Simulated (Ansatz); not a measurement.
# C3HSi: the cost of one run

Method: the levels named in each step, in Ansatz 0.2.0.

## Step 1: Starting point

Bond lengths: C1–C2 1.232 Å, C2–C3 1.315 Å, C3–Si4 1.743 Å, C1–H5 1.048 Å. Angles: C1–C2–C3 180.0°, C2–C1–H5 180.0°, C2–C3–Si4 180.0°.

Coordinates:

```xyz
5

C     0.0000    0.0000   -1.4038
C     0.0000    0.0000   -0.1723
C     0.0000    0.0000    1.1422
Si    0.0000    0.0000    2.8856
H     0.0000    0.0000   -2.4517
```

## Step 2: A rough first relaxation, PBE-D4/def2-SVP

This run stands in another session on the same molecule. It ended at:

```xyz
5

C     0.0000    0.0000   -1.4155
C     0.0000    0.0000   -0.1603
C     0.0000    0.0000    1.1762
Si    0.0000    0.0000    2.8964
H     0.0000    0.0000   -2.4968
```

## Step 3: Relaxation, r2SCAN-D4/def2-TZVPP

Input file input.yaml:

```yaml
crystal:
  periodic: [false, false, false]
  atoms:
    - { symbol: C, position_ang: [0.0, 0.0, -1.4155087] }
    - { symbol: C, position_ang: [0.0, 0.0, -0.16025032] }
    - { symbol: C, position_ang: [0.0, 0.0, 1.17617166] }
    - { symbol: Si, position_ang: [0.0, 0.0, 2.89636463] }
    - { symbol: H, position_ang: [0.0, 0.0, -2.49677727] }
magnetization:
  spin_polarized: true
  initial_magnetization: 1
basis:
  gaussian: { orbitals: def2-TZVPP }
hamiltonian:
  xc: r2scan
  dispersion: d4
relax:
  f_tol: 0.002
  max_steps: 150
```

The run is started by

```bash
$ ansatz run input.yaml --threads 4 --pin off --max-ram 10240MiB --backend cpu --events-out ev --progress --plain --runs-dir out
```

**Question.** How long does this run take on 4 threads of Intel Xeon at 2.50GHz (Skylake/Cascade Lake), shared host, and how much memory does it need?

About 83 s, with a peak of 0.42 GiB.
